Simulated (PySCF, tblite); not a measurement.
**BH₉O₄Si₃, a small molecule taken as a stand-in for a surface group (B on Si): infrared bands, NMR shifts, core binding energies and electronic excitations**

Wanted: the infrared bands, NMR shifts, core binding energies and electronic excitations for `O[Si](O)(O)OB([SiH3])[SiH3]`.

Computed with tblite 0.8.0 and PySCF 2.14.0; each step states its level. No surroundings beyond the atoms listed, unless a continuum is named. Atoms count from 0, parts from 1.

## 1. Starting point

17 atoms, charge 0, multiplicity 1; geometry: distance geometry start.

## 2. Relaxing the cluster with GFN2-xTB

The job: settings as JSON, then the geometry in Å.

```
{"job": {"kind": "relax", "xc": "GFN2-xTB", "basis": "xTB"}, "charge": 0, "multiplicity": 1}
Si     2.569385    -0.610508     0.231407
B      1.377734     0.426914    -0.930352
Si     1.128583    -0.247608    -2.726480
O      0.171862     1.029090    -0.243715
Si    -1.224319     0.085984     0.317599
O     -2.493424     0.146671    -0.942365
O     -1.852789     0.793926     1.798248
O     -0.745195    -1.602676     0.579513
H      2.599745    -1.950505    -0.245884
H      3.869790    -0.051540     0.192247
H      2.080993    -0.591492     1.567194
H      1.518482     0.723580    -3.689044
H     -0.266569    -0.564150    -2.921146
H      1.886189    -1.446924    -2.894449
H     -2.556670    -0.469049    -1.712480
H     -1.731305     0.421254     2.683649
H      0.026871    -1.852819     1.056613
```

With the program's defaults for keys left out, this is: GFN2-xTB geometry optimisation, gas phase.

Launch:

```sh
$ OMP_NUM_THREADS=1 python cluster_run.py task.json out
```

The driver reads the jobs from task.json and runs them one after another.

Standard output:

```text
step      E/eV     max force
  0    -745.31096    3.585
  1    -746.04759    2.703
  2    -746.93908    3.577
  3    -747.11842    0.858
  4    -747.18730    0.572
  5    -747.29616    1.016
  6    -747.35267    0.722
  7    -747.39764    0.356
  8    -747.41252    0.344
  9    -747.43100    0.359
 10    -747.44485    0.508
 11    -747.46476    0.464
 12    -747.47740    0.267
 13    -747.48774    0.281
 14    -747.49738    0.295
 15    -747.51058    0.446
 16    -747.52471    0.411
 17    -747.53451    0.188
 18    -747.54020    0.185
 19    -747.54568    0.207
 20    -747.55507    0.375
 21    -747.57034    0.473
 22    -747.58895    0.399
 23    -747.60667    0.327
 24    -747.62308    0.339
 25    -747.64263    0.449
 26    -747.67103    0.542
 27    -747.69221    0.648
 28    -747.68378    1.220
 29    -747.72114    0.319
 30    -747.72941    0.215
 31    -747.74485    0.287
 32    -747.75042    0.278
 33    -747.76443    0.271
 34    -747.77069    0.339
 35    -747.78236    0.236
 36    -747.79000    0.425
 37    -747.79547    0.550
 38    -747.80470    0.329
 39    -747.81282    0.216
 40    -747.82344    0.219
 41    -747.83238    0.250
 42    -747.83944    0.285
 43    -747.84845    0.365
 44    -747.85535    0.576
 45    -747.86550    0.293
 46    -747.87400    0.360
 47    -747.88129    0.404
 48    -747.88608    0.296
 49    -747.89012    0.296
 50    -747.89285    0.120
 51    -747.89561    0.191
 52    -747.89956    0.212
 53    -747.90327    0.177
 54    -747.90695    0.178
 55    -747.91110    0.178
 56    -747.91363    0.388
 57    -747.91788    0.217
 58    -747.92015    0.181
 59    -747.92201    0.169
 60    -747.92373    0.097
 61    -747.92554    0.105
 62    -747.92738    0.091
 63    -747.92849    0.066
 64    -747.92946    0.061
 65    -747.93024    0.085
 66    -747.93125    0.087
 67    -747.93237    0.070
 68    -747.93321    0.043
 69    -747.93362    0.042
 70    -747.93382    0.054
 71    -747.93407    0.047
 72    -747.93454    0.088
 73    -747.93530    0.078
 74    -747.93629    0.066
 75    -747.93699    0.064
 76    -747.93742    0.058
 77    -747.93778    0.045
 78    -747.93814    0.043
 79    -747.93851    0.048
 80    -747.93887    0.044
 81    -747.93916    0.031
 82    -747.93934    0.022
 83    -747.93947    0.024
 84    -747.93961    0.026
 85    -747.93978    0.031
 86    -747.93995    0.036
 87    -747.94008    0.031
 88    -747.94016    0.022
 89    -747.94023    0.018
 90    -747.94033    0.027
 91    -747.94051    0.042
 92    -747.94080    0.055
 93    -747.94119    0.056
 94    -747.94156    0.037
 95    -747.94185    0.048
 96    -747.94212    0.057
 97    -747.94246    0.057
 98    -747.94282    0.042
 99    -747.94316    0.045
100    -747.94347    0.044
101    -747.94385    0.049
102    -747.94433    0.059
103    -747.94493    0.055
104    -747.94530    0.068
105    -747.94561    0.127
106    -747.94597    0.058
107    -747.94671    0.078
108    -747.94736    0.101
109    -747.94829    0.118
110    -747.94901    0.059
111    -747.94927    0.185
112    -747.94990    0.044
113    -747.95019    0.035
114    -747.95070    0.060
115    -747.95092    0.058
116    -747.95142    0.064
117    -747.95176    0.039
118    -747.95202    0.048
119    -747.95225    0.029
120    -747.95252    0.035
121    -747.95280    0.044
122    -747.95316    0.064
123    -747.95365    0.074
124    -747.95428    0.066
125    -747.95498    0.087
126    -747.95537    0.078
127    -747.95582    0.087
128    -747.95611    0.092
129    -747.95642    0.078
130    -747.95662    0.065
131    -747.95692    0.049
132    -747.95722    0.042
133    -747.95756    0.036
134    -747.95788    0.044
135    -747.95825    0.057
136    -747.95872    0.058
137    -747.95926    0.068
138    -747.95966    0.051
139    -747.95983    0.021
140    -747.95989    0.039
141    -747.95993    0.031
142    -747.95998    0.020
143    -747.96009    0.011
144    -747.96012    0.015
145    -747.96015    0.016
146    -747.96016    0.017
147    -747.96018    0.011
148    -747.96020    0.011
149    -747.96022    0.010
150    -747.96023    0.013
151    -747.96025    0.012
152    -747.96026    0.007
```

Run time: 4.4 s. Hardware: 1 thread of Intel Xeon 6975P-C, shared host.

Relaxation path:

| step | energy from step 0 (eV) | largest force (eV/Å) |
| --- | --- | --- |
| 0 | 0.0000 | 3.5853 |
| 6 | -2.0417 | 0.7218 |
| 12 | -2.1664 | 0.2669 |
| 18 | -2.2292 | 0.1853 |
| 24 | -2.3121 | 0.3394 |
| 30 | -2.4185 | 0.2145 |
| 36 | -2.4790 | 0.4258 |
| 42 | -2.5285 | 0.2852 |
| 48 | -2.5751 | 0.2960 |
| 54 | -2.5960 | 0.1778 |
| 60 | -2.6128 | 0.0975 |
| 66 | -2.6203 | 0.0869 |
| 72 | -2.6236 | 0.0877 |
| 78 | -2.6272 | 0.0426 |
| 84 | -2.6286 | 0.0263 |
| 90 | -2.6294 | 0.0277 |
| 96 | -2.6312 | 0.0570 |
| 102 | -2.6334 | 0.0592 |
| 108 | -2.6364 | 0.1003 |
| 114 | -2.6397 | 0.0603 |
| 120 | -2.6416 | 0.0347 |
| 126 | -2.6444 | 0.0775 |
| 132 | -2.6463 | 0.0418 |
| 138 | -2.6487 | 0.0510 |
| 144 | -2.6492 | 0.0153 |
| 150 | -2.6493 | 0.0134 |
| 152 | -2.6493 | 0.0064 |

Distances of close pairs at the start and the end, largest changes first:

| bond | before (Å) | after (Å) | change (Å) |
| --- | --- | --- | --- |
| B1–O3 | 1.513 | 1.331 | -0.181 |
| Si4–O5 | 1.789 | 1.616 | -0.173 |
| O3–Si4 | 1.776 | 1.617 | -0.159 |
| Si4–O7 | 1.775 | 1.627 | -0.147 |
| Si4–O6 | 1.757 | 1.620 | -0.138 |
| Si0–H9 | 1.416 | 1.471 | +0.055 |
| Si0–H8 | 1.423 | 1.477 | +0.054 |
| B1–Si2 | 1.935 | 1.987 | +0.052 |

## 3. Harmonic vibrations: GFN2-xTB

The job: settings as JSON, then the geometry in Å.

```
{"job": {"kind": "ir", "xc": "GFN2-xTB", "basis": "xTB"}, "charge": 0, "multiplicity": 1}
Si     2.155268    -0.120671     0.728126
B      0.718792     0.055081    -0.633592
Si     1.024333     0.190922    -2.591950
O     -0.555463     0.053944    -0.247870
Si    -1.679486     0.029890     0.914164
O     -3.101229     0.511081     0.314327
O     -1.227761     1.090581     2.051706
O     -1.866848    -1.496234     1.446916
H      2.812043    -1.441662     0.657996
H      3.239335     0.864281     0.591947
H      1.707716    -0.021688     2.127856
H      1.724051     1.426006    -2.987405
H     -0.189944     0.165425    -3.424909
H      1.865975    -0.893965    -3.128707
H     -3.564919    -0.050889    -0.299315
H     -1.894423     1.558926     2.545634
H     -1.167437    -1.921028     1.935074
```

With the program's defaults for keys left out, this is: GFN2-xTB harmonic vibrations, gas phase.

Standard output:

```text
mode    cm-1     km/mol
  1     -10.7      0.28
  2      38.2      0.02
  3      48.2      0.12
  4      54.9      0.04
  5      63.8      2.80
  6     111.7      1.70
  7     146.7     47.43
  8     190.8     16.37
  9     221.6     31.32
 10     230.4     25.52
 11     246.3     34.90
 12     278.3     18.12
 13     296.4     20.38
 14     310.0    236.09
 15     333.4     40.24
 16     345.1     54.90
 17     403.2     71.89
 18     412.9      2.66
 19     453.4      9.63
 20     493.5     43.14
 21     575.1     42.53
 22     752.3      5.72
 23     795.4    547.10
 24     798.8    243.83
 25     813.5    548.97
 26     816.0     66.85
 27     825.2    307.26
 28     830.3     31.06
 29     833.3     54.99
 30     834.2    128.49
 31     842.4     62.08
 32     843.5    236.72
 33     892.6    289.18
 34     958.4    357.79
 35     971.9    356.06
 36    1340.5    486.01
 37    2151.8    188.54
 38    2175.6    586.43
 39    2177.4    233.82
 40    2191.1    466.36
 41    2191.4    182.09
 42    2203.6    441.94
 43    3687.8     39.86
 44    3691.0     24.61
 45    3695.5     32.47
```

It took 0.76 s on 1 thread of Intel Xeon 6975P-C, shared host; peak memory 0.19 GiB.

The strongest bands and the atoms that carry them:

| cm⁻¹ | km/mol | atoms |
| --- | --- | --- |
| 795 | 547.1 | H9 23 %, H10 21 %, H8 13 % |
| 814 | 549.0 | H15 24 %, H11 14 %, H13 13 % |
| 1340 | 486.0 | O3 53 %, B1 45 % |
| 2176 | 586.4 | H13 81 % |
| 2191 | 466.4 | H10 63 %, H12 15 %, H11 12 % |
| 2204 | 441.9 | H9 91 % |

## 4. Shielding tensors: PBE0/pcSseg-1

The job, as its differences from that of step 3:

```diff
@@ -1,2 +1,2 @@
-{"job": {"kind": "ir", "xc": "GFN2-xTB", "basis": "xTB"}, "charge": 0, "multiplicity": 1}
+{"job": {"kind": "nmr", "xc": "PBE0", "basis": "pcSseg-1"}, "charge": 0, "multiplicity": 1}
 Si     2.155268    -0.120671     0.728126
```

With the program's defaults for keys left out, this is: GIAO PBE0/pcSseg-1 NMR shielding, non-relativistic, gas phase.

Standard output:

```text
coarse grid: 15888 points
cycle   1  E = -1198.7027061593  dE =  1.002e+00  |g| = 1.245e+00  |ddm| = 3.788e+00
cycle   2  E = -1198.4488051168  dE =  2.539e-01  |g| = 1.723e+00  |ddm| = 1.950e+00
cycle   3  E = -1198.9620803219  dE = -5.133e-01  |g| = 1.414e-01  |ddm| = 1.382e+00
cycle   4  E = -1198.9650711096  dE = -2.991e-03  |g| = 7.386e-02  |ddm| = 1.607e-01
cycle   5  E = -1198.9659927313  dE = -9.216e-04  |g| = 9.499e-03  |ddm| = 5.442e-02
cycle   6  E = -1198.9660095916  dE = -1.686e-05  |g| = 3.224e-03  |ddm| = 1.276e-02
cycle   7  E = -1198.9660127050  dE = -3.113e-06  |g| = 4.572e-04  |ddm| = 5.367e-03
final grid: 140168 points
cycle   8  E = -1199.0498456035  dE = -2.799e-05  |g| = 9.913e-03  |ddm| = 2.000e-02
cycle   9  E = -1199.0498290945  dE =  1.651e-05  |g| = 1.396e-02  |ddm| = 1.409e-02
cycle  10  E = -1199.0498620986  dE = -3.300e-05  |g| = 1.001e-03  |ddm| = 8.883e-03
cycle  11  E = -1199.0498622886  dE = -1.899e-07  |g| = 3.173e-04  |ddm| = 1.348e-03
cycle  12  E = -1199.0498623045  dE = -1.591e-08  |g| = 6.075e-05  |ddm| = 2.113e-04
cycle  13  E = -1199.0498623054  dE = -9.441e-10  |g| = 1.512e-05  |ddm| = 1.125e-04
converged SCF energy = -1199.0498623054

GIAO shielding tensors (ppm)
atom      isotropic    diamagn.    paramagn.     s11        s22        s33       span
  0 Si     470.991     882.660    -411.669    437.735    482.461    492.777     55.042
  1 B       15.003     196.370    -181.366   -101.269     42.713    103.567    204.836
  2 Si     466.940     880.913    -413.973    432.415    476.134    492.271     59.856
  3 O       15.949     399.706    -383.758   -243.817    -49.490    341.152    584.969
  4 Si     431.403     882.076    -450.673    400.470    431.156    462.583     62.113
  5 O      295.160     387.480     -92.320    268.030    282.326    335.122     67.092
  6 O      294.153     389.501     -95.348    272.476    280.345    329.639     57.163
  7 O      284.394     389.861    -105.467    259.979    274.517    318.686     58.707
  8 H       28.260      30.216      -1.956     25.650     26.511     32.619      6.969
  9 H       28.122      29.878      -1.756     25.113     26.480     32.774      7.661
 10 H       28.495      30.877      -2.381     24.291     28.683     32.511      8.220
 11 H       28.143      29.067      -0.924     25.464     26.432     32.532      7.068
 12 H       28.552      29.440      -0.888     24.810     27.475     33.370      8.560
 13 H       28.164      29.167      -1.003     25.311     26.699     32.483      7.171
 14 H       29.377      31.403      -2.027     21.456     23.164     43.510     22.054
 15 H       29.349      29.194       0.155     20.832     23.573     43.643     22.811
 16 H       29.686      33.200      -3.513     21.442     24.448     43.170     21.728
```

Wall time 25 s (1 thread of Intel Xeon 6975P-C, shared host); peak memory 0.92 GiB.

Shifts follow as δ = σ(reference) − σ, with reference shieldings (ppm) from runs at the same level and on the same kind of geometry: 1H TMS 31.72, 29Si TMS 349.2, 17O H2O 336.1, 11B BF3·OEt2 100.1. The references are single molecules in the gas phase, so shifts against H2O, NH3, PH3, H3PO4 or CFCl3 are not on the usual liquid scales and can be off by tens of ppm.

| atoms | environment | σ (ppm) | δ (ppm) |
| --- | --- | --- | --- |
| H9 | hydrogen on a silicon bonded to B | 28.12 | 3.59 |
| H11 | hydrogen on a silicon bonded to B | 28.14 | 3.57 |
| H13 | hydrogen on a silicon bonded to B | 28.16 | 3.55 |
| H8 | hydrogen on a silicon bonded to B | 28.26 | 3.46 |
| H10 | hydrogen on a silicon bonded to B | 28.50 | 3.22 |
| H12 | hydrogen on a silicon bonded to B | 28.55 | 3.17 |
| H15 | hydrogen on an oxygen bonded to Si | 29.35 | 2.37 |
| H14 | hydrogen on an oxygen bonded to Si | 29.38 | 2.34 |
| H16 | hydrogen on an oxygen bonded to Si | 29.69 | 2.03 |
| Si4 | silicon bonded to 4 O | 431.4 | -82.2 |
| Si2 | silicon bonded to B, 3 H | 466.9 | -117.8 |
| Si0 | silicon bonded to B, 3 H | 471.0 | -121.8 |
| B1 | boron bonded to O, 2 Si | 15.0 | 85.1 |
| O3 | oxygen bonded to B, Si | 15.9 | 320.1 |
| O7 | oxygen bonded to Si, H | 284.4 | 51.7 |
| O6 | oxygen bonded to Si, H | 294.2 | 41.9 |
| O5 | oxygen bonded to Si, H | 295.2 | 40.9 |

Charges from the same density, by scheme (e):

| atoms | Mulliken | IAO | Hirshfeld | ESP fit |
| --- | --- | --- | --- | --- |
| Si0 | 0.23 | 0.38 | 0.21 | 0.20 |
| B1 | 0.04 | -0.06 | 0.09 | 0.30 |
| Si2 | 0.29 | 0.40 | 0.21 | 0.11 |
| O3 | -0.55 | -0.58 | -0.23 | -0.42 |
| Si4 | 1.25 | 1.73 | 0.58 | 1.16 |
| O5 | -0.54 | -0.80 | -0.31 | -0.74 |
| O6 | -0.55 | -0.80 | -0.31 | -0.75 |
| O7 | -0.55 | -0.79 | -0.32 | -0.76 |

Mayer bond orders: Si0–B1 0.89, B1–Si2 0.89, B1–O3 1.18, O3–Si4 0.88, Si4–O5 1.09, Si4–O6 1.06, Si4–O7 1.06.

(Part 1 of 2 ends here.)
